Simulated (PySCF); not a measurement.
# H6N2SSi2: electronic excitations and core binding energies

Wanted: the electronic excitations and core binding energies of H6N2SSi2 (`S[SiH]1N[SiH2]N1`), by calculation.

The runs use PySCF 2.14.0, with density-fitted response routines of our own; the level of theory stands in each step. All values are computed, except where a source is named. Atoms are numbered from 0 throughout.

## Step 1: The starting structure

11 atoms, charge 0, multiplicity 1; geometry from: GFN2-xTB.

Bonds of the start (Å): S0–Si1 2.14, Si1–N2 1.73, N2–Si3 1.74, Si3–N4 1.74, N4–Si1 1.73, S0–H5 1.32, Si1–H6 1.45, N2–H7 1.00, Si3–H8 1.46, Si3–H9 1.46, N4–H10 1.00.

## Step 2: Ultraviolet spectrum: CAM-B3LYP/def2-SVPD

What the job is given:

```
{"job": {"kind": "uv", "xc": "CAM-B3LYP", "basis": "def2-SVPD", "nstates": 8, "ntriplets": 3}, "charge": 0, "multiplicity": 1}
S      2.684675     0.724630     0.141001
Si     0.617349     0.643209     0.676777
N     -0.072044    -0.948195     0.712133
Si    -1.309339    -0.650729    -0.478416
N     -0.500158     0.884690    -0.627528
H      2.596688    -0.078389    -0.906334
H      0.473244     1.478348     1.852805
H      0.061855    -1.707895     1.351828
H     -1.178476    -1.490331    -1.662130
H     -2.651419    -0.553546     0.080568
H     -0.716951     1.700878    -1.166668
```

With the program's defaults for keys left out, this is: TDDFT CAM-B3LYP/def2-SVPD, vertical, gas phase, core orbitals frozen in the response.

Launch:

```
> OMP_NUM_THREADS=1 python probes_run.py task.json out
```

The driver reads the jobs from task.json and runs them one after another.

What it wrote:

```text
coarse grid: 10720 points
cycle   1  E = -1089.7901171422  dE =  6.453e-01  |g| = 6.262e-01  |ddm| = 4.278e+00
cycle   2  E = -1089.7648556053  dE =  2.526e-02  |g| = 7.317e-01  |ddm| = 1.445e+00
cycle   3  E = -1089.8814383796  dE = -1.166e-01  |g| = 6.185e-02  |ddm| = 6.986e-01
cycle   4  E = -1089.8824065713  dE = -9.682e-04  |g| = 2.378e-02  |ddm| = 1.462e-01
cycle   5  E = -1089.8825825739  dE = -1.760e-04  |g| = 2.940e-03  |ddm| = 4.974e-02
cycle   6  E = -1089.8825855872  dE = -3.013e-06  |g| = 7.463e-04  |ddm| = 7.529e-03
final grid: 89816 points
cycle   7  E = -1090.0015297224  dE = -8.197e-06  |g| = 2.666e-03  |ddm| = 3.174e-02
cycle   8  E = -1090.0015289297  dE =  7.927e-07  |g| = 3.361e-03  |ddm| = 6.477e-03
cycle   9  E = -1090.0015313554  dE = -2.426e-06  |g| = 1.149e-04  |ddm| = 3.062e-03
cycle  10  E = -1090.0015313596  dE = -4.134e-09  |g| = 6.628e-05  |ddm| = 4.858e-04
cycle  11  E = -1090.0015313610  dE = -1.419e-09  |g| = 9.057e-06  |ddm| = 1.832e-04
cycle  12  E = -1090.0015313610  dE = -3.979e-11  |g| = 4.102e-06  |ddm| = 3.609e-05
converged SCF energy = -1090.0015313610

Static polarisability (au): isotropic 82.417, principal 71.524 75.667 100.060

Singlet excitations
state   eV       nm        f      main configurations
  1   5.7892    214.2   0.03504   H->L 0.79, H-2->L 0.17
  2   6.1324    202.2   0.00031   H-1->L 0.85
  3   6.3130    196.4   0.01353   H->L+1 0.39, H-2->L+1 0.11, H->L+4 0.10
  4   6.6791    185.6   0.00024   H->L+2 0.45, H->L+1 0.18, H-2->L+1 0.17
  5   6.8530    180.9   0.03268   H->L+2 0.20, H->L+1 0.16, H->L+3 0.14
  6   6.8825    180.1   0.04969   H-2->L 0.63, H->L 0.13
  7   7.0991    174.6   0.00343   H-1->L+1 0.66, H-1->L+2 0.17
  8   7.4009    167.5   0.00916   H-2->L+1 0.32, H-2->L+2 0.17, H->L+2 0.17

Triplet excitations (Tamm-Dancoff, eV): 5.4948 5.8538 5.9038
```

Run time: 13 s. Hardware: 1 thread of Intel Xeon 6975P-C, shared host; peak memory 0.72 GiB.

The orbitals next to the gap, with their largest atomic shares:

```csv
orbital,eV,atoms
HOMO−3,-10.50,"S0 36 %, N2 12 %, N4 12 %"
HOMO−2,-9.05,"S0 46 %, N2 16 %, N4 16 %"
HOMO−1,-8.90,"N2 20 %, N4 20 %, S0 16 %"
HOMO,-8.41,"S0 33 %, N4 26 %, N2 26 %"
LUMO,0.60,"Si3 27 %, Si1 12 %, S0 10 %"
LUMO+1,1.12,"S0 34 %, Si3 19 %, Si1 15 %"
LUMO+2,1.41,"S0 34 %, Si3 18 %, Si1 13 %"
```

With each of the 8 states as a Gaussian band of 0.4 eV half-width at 1/e, the curve within the window shown has maxima at 212 nm (ε 1,500), 180 nm (ε 3,600) L/(mol cm). Beyond the last state computed it falls off for lack of states. The curve at chosen wavelengths:

```
 nm  ε (L/mol/cm)
161           271
164           526
167           935
170          1552
173          2336
176          3087
179          3533
183          3408
186          2894
189          2273
192          1742
195          1395
198          1237
201          1227
204          1311
207          1427
210          1518
213          1541
216          1474
220          1258
223          1039
226           807
229           593
232           413
235           274
238           174
```

Ground-state properties from the same run:

```csv
property,computed
dipole moment (D),1.77
polarisability (Å³),12.21
HOMO–LUMO gap (eV),9.02
−ε(HOMO) (eV),8.41
```

## Step 3: Core holes by ΔSCF: SCAN, X2C

Settings changed since step 2:

```diff
@@ -1,2 +1,2 @@
-{"job": {"kind": "uv", "xc": "CAM-B3LYP", "basis": "def2-SVPD", "nstates": 8, "ntriplets": 3}, "charge": 0, "multiplicity": 1}
+{"job": {"kind": "xps"}, "charge": 0, "multiplicity": 1}
 S      2.684675     0.724630     0.141001
```

Method: delta-SCF UKS SCAN, pcX-2 on the ionised atom, pcseg-1 elsewhere, spin-free X2C.

What it wrote:

```text
ground state, core basis on atom 0 (S), 154 functions
  cycle   1  E = -1092.47759724  |g| = 7.34e-01
  cycle   2  E = -1092.24593762  |g| = 1.20e+00
  cycle   3  E = -1092.59259907  |g| = 1.08e-01
  cycle   4  E = -1092.59537448  |g| = 5.46e-02
  cycle   5  E = -1092.59611768  |g| = 5.70e-03
  cycle   6  E = -1092.59612544  |g| = 3.12e-03
  cycle   7  E = -1092.59612752  |g| = 8.92e-04
  cycle   8  E = -1092.59612833  |g| = 1.19e-04
  E(ground) = -1092.66800748 Eh
hole in S 1s of atom 0
  cycle   1  E = -1000.36848471  |g| = 5.08e+00
  cycle   2  E = -998.70994101  |g| = 2.63e+00
  cycle   3  E = -991.14957788  |g| = 2.96e+00
  cycle   4  E = -1001.52774575  |g| = 3.17e-01
  cycle   5  E = -1001.53370495  |g| = 3.02e-01
  cycle   6  E = -1001.58487185  |g| = 4.58e-02
  cycle   7  E = -1001.58560998  |g| = 1.63e-02
  cycle   8  E = -1001.58573754  |g| = 3.38e-03
  cycle   9  E = -1001.58574093  |g| = 1.41e-03
  cycle  10  E = -1001.58574319  |g| = 6.88e-04
  cycle  11  E = -1001.58574384  |g| = 1.69e-04
  E(ion) = -1001.64873061 Eh   <S^2> = 0.7513   hole on atom = 1.000   binding energy = 2476.761 eV
hole in S 2p of atom 0
  cycle   1  E = -1085.91985694  |g| = 1.52e+00
  cycle   2  E = -1084.07030784  |g| = 1.85e+00
  cycle   3  E = -1085.76845579  |g| = 1.03e+00
  cycle   4  E = -1086.32889236  |g| = 2.02e-01
  cycle   5  E = -1086.35565866  |g| = 1.11e-01
  cycle   6  E = -1086.36196708  |g| = 2.18e-02
  cycle   7  E = -1086.36219246  |g| = 9.21e-03
  cycle   8  E = -1086.36223303  |g| = 3.11e-03
  cycle   9  E = -1086.36223814  |g| = 1.57e-03
  cycle  10  E = -1086.36223908  |g| = 6.11e-04
  cycle  11  E = -1086.36223758  |g| = 1.92e-04
  E(ion) = -1086.43964816 Eh   <S^2> = 0.7538   hole on atom = 1.001   binding energy = 169.482 eV
  2p3/2 = 168.938 eV   2p1/2 = 170.176 eV
ground state, core basis on atom 1 (Si), 154 functions
  cycle   1  E = -1092.55451220  |g| = 2.90e-01
  cycle   2  E = -1092.55450427  |g| = 5.41e-02
  cycle   3  E = -1092.55446470  |g| = 4.64e-02
  cycle   4  E = -1092.55498447  |g| = 7.07e-03
  cycle   5  E = -1092.55500014  |g| = 1.31e-03
  cycle   6  E = -1092.55500413  |g| = 3.24e-04
  E(ground) = -1092.59959461 Eh
hole in Si 1s of atom 1
  cycle   1  E = -1023.59942177  |g| = 4.35e+00
  cycle   2  E = -1023.10461781  |g| = 2.41e+00
  cycle   3  E = -1023.79554468  |g| = 1.12e+00
  cycle   4  E = -1024.58915129  |g| = 3.32e-01
  cycle   5  E = -1024.65273102  |g| = 9.76e-02
  cycle   6  E = -1024.65554508  |g| = 7.45e-02
  cycle   7  E = -1024.65865700  |g| = 1.52e-02
  cycle   8  E = -1024.65877750  |g| = 3.57e-03
  cycle   9  E = -1024.65878417  |g| = 1.11e-03
  cycle  10  E = -1024.65878390  |g| = 4.38e-04
  E(ion) = -1024.71151733 Eh   <S^2> = 0.7521   hole on atom = 1.000   binding energy = 1847.329 eV
hole in Si 2p of atom 1
  cycle   1  E = -1088.26457531  |g| = 1.25e+00
  cycle   2  E = -1087.73324952  |g| = 1.42e+00
  cycle   3  E = -1088.45852136  |g| = 4.45e-01
  cycle   4  E = -1088.58618504  |g| = 1.09e-01
  cycle   5  E = -1088.59240189  |g| = 5.35e-02
  cycle   6  E = -1088.59401195  |g| = 2.11e-02
  cycle   7  E = -1088.59422955  |g| = 5.19e-03
  cycle   8  E = -1088.59423946  |g| = 1.21e-03
  cycle   9  E = -1088.59424214  |g| = 4.41e-04
  E(ion) = -1088.64982384 Eh   <S^2> = 0.7515   hole on atom = 1.003   binding energy = 107.479 eV
  2p3/2 = 107.296 eV   2p1/2 = 107.921 eV
ground state, core basis on atom 2 (N), 143 functions
  cycle   1  E = -1092.46780185  |g| = 7.65e-02
  cycle   2  E = -1092.46776251  |g| = 2.91e-02
  cycle   3  E = -1092.46775894  |g| = 3.00e-02
  cycle   4  E = -1092.46796802  |g| = 5.02e-03
  cycle   5  E = -1092.46797181  |g| = 1.00e-03
  cycle   6  E = -1092.46797179  |g| = 2.09e-04
  E(ground) = -1092.55151643 Eh
hole in N 1s of atom 2
  cycle   1  E = -1076.91230982  |g| = 1.87e+00
  cycle   2  E = -1076.07856758  |g| = 2.15e+00
  cycle   3  E = -1077.53861773  |g| = 4.42e-01
  cycle   4  E = -1077.58286834  |g| = 2.61e-01
  cycle   5  E = -1077.62763205  |g| = 5.88e-02
  cycle   6  E = -1077.62957877  |g| = 1.55e-02
  cycle   7  E = -1077.62968979  |g| = 8.78e-03
  cycle   8  E = -1077.62972752  |g| = 2.40e-03
  cycle   9  E = -1077.62973051  |g| = 9.10e-04
  cycle  10  E = -1077.62973158  |g| = 2.50e-04
  E(ion) = -1077.71265173 Eh   <S^2> = 0.7656   hole on atom = 1.000   binding energy = 403.786 eV
ground state, core basis on atom 3 (Si), 154 functions
  cycle   1  E = -1092.55246031  |g| = 2.89e-01
  cycle   2  E = -1092.55252382  |g| = 4.81e-02
  cycle   3  E = -1092.55247168  |g| = 4.08e-02
  cycle   4  E = -1092.55275575  |g| = 1.28e-02
  cycle   5  E = -1092.55279175  |g| = 1.63e-03
  cycle   6  E = -1092.55279511  |g| = 2.40e-04
  E(ground) = -1092.59746227 Eh
hole in Si 1s of atom 3
  cycle   1  E = -1023.61129940  |g| = 4.35e+00
  cycle   2  E = -1022.14551012  |g| = 2.51e+00
  cycle   3  E = -1018.64032959  |g| = 2.54e+00
  cycle   4  E = -1024.55918560  |g| = 4.39e-01
  cycle   5  E = -1024.61894816  |g| = 3.06e-01
  cycle   6  E = -1024.65876763  |g| = 9.53e-02
  cycle   7  E = -1024.66370222  |g| = 2.96e-02
  cycle   8  E = -1024.66411084  |g| = 1.10e-02
  cycle   9  E = -1024.66418529  |g| = 4.57e-03
  cycle  10  E = -1024.66419898  |g| = 9.20e-04
  cycle  11  E = -1024.66419852  |g| = 2.58e-04
  E(ion) = -1024.71645544 Eh   <S^2> = 0.7521   hole on atom = 1.000   binding energy = 1847.136 eV
hole in Si 2p of atom 3
  cycle   1  E = -1088.27432524  |g| = 1.24e+00
  cycle   2  E = -1086.68781341  |g| = 1.64e+00
  cycle   3  E = -1088.25558195  |g| = 6.70e-01
  cycle   4  E = -1088.58274529  |g| = 1.36e-01
  cycle   5  E = -1088.58687712  |g| = 1.40e-01
  cycle   6  E = -1088.59625084  |g| = 2.65e-02
  cycle   7  E = -1088.59660767  |g| = 8.07e-03
  cycle   8  E = -1088.59665058  |g| = 2.28e-03
  cycle   9  E = -1088.59665072  |g| = 1.00e-03
  cycle  10  E = -1088.59665263  |g| = 2.68e-04
  E(ion) = -1088.65228113 Eh   <S^2> = 0.7517   hole on atom = 1.003   binding energy = 107.354 eV
  2p3/2 = 107.184 eV   2p1/2 = 107.811 eV
```

Wall time 31 s (1 thread of Intel Xeon 6975P-C, shared host); peak memory 0.5 GiB.

Binding energies by hole, beside the orbital energy of the ground state; the difference holds orbital relaxation and, for a density functional, its self-interaction error:

```csv
hole,stands for,environment,ΔSCF (eV; 2p as the shell's mean),−ε (eV),⟨S²⟩
S1s on S0,S0,"sulfur bonded to Si, H",2476.76,2414.7,0.751
S2p on S0,S0,"sulfur bonded to Si, H",169.35,157.8,0.754
Si1s on Si1,Si1,,1847.33,1794.2,0.752
Si2p on Si1,Si1,,107.50,96.9,0.752
N1s on N2,"N2, N4","nitrogen bonded to 2 Si, H, in a 4-membered ring",403.79,385.1,0.766
Si1s on Si3,Si3,,1847.14,1793.8,0.752
Si2p on Si3,Si3,,107.39,96.5,0.752
```

Each hole run stands for the others of its class of like atoms.

With the spin-orbit splitting: S0 2p3/2 168.94, 2p1/2 170.18 eV; Si1 2p3/2 107.30, 2p1/2 107.92 eV; Si3 2p3/2 107.18, 2p1/2 107.81 eV. The table gives each 2p level as the mean over the whole 2p shell (two parts 2p3/2, one part 2p1/2), which differs a little from the single hole in the log.

## Step 4: Results

```
                                quantity                        value
    lowest singlet (CAM-B3LYP/def2-SVPD)  5.79 eV (214 nm), f = 0.035
brightest single state of those computed  state 6, 6.88 eV, f = 0.050
                          lowest triplet                      5.49 eV
       Si1s binding energies, SCAN/pcX-2  Si1 1847.33, Si3 1847.14 eV
       Si2p binding energies, SCAN/pcX-2    Si1 107.50, Si3 107.39 eV
        S1s binding energies, SCAN/pcX-2                S0 2476.76 eV
        S2p binding energies, SCAN/pcX-2                 S0 169.35 eV
        N1s binding energies, SCAN/pcX-2                 N2 403.79 eV
```

In words: The lowest singlet, at 5.79 eV, is HOMO→LUMO 0.79, HOMO−2→LUMO 0.17 and is weak; of the 8 states computed, the strongest absorption comes from states 5 to 6 together at 6.88 eV. The lowest triplet lies 0.29 eV below the lowest singlet (triplets in Tamm-Dancoff, singlets in full TDDFT). Si1 binds its Si1s electron 0.19 eV more tightly than Si3. The Si2p levels kept as sound span 0.11 eV, from Si3 up to Si1.
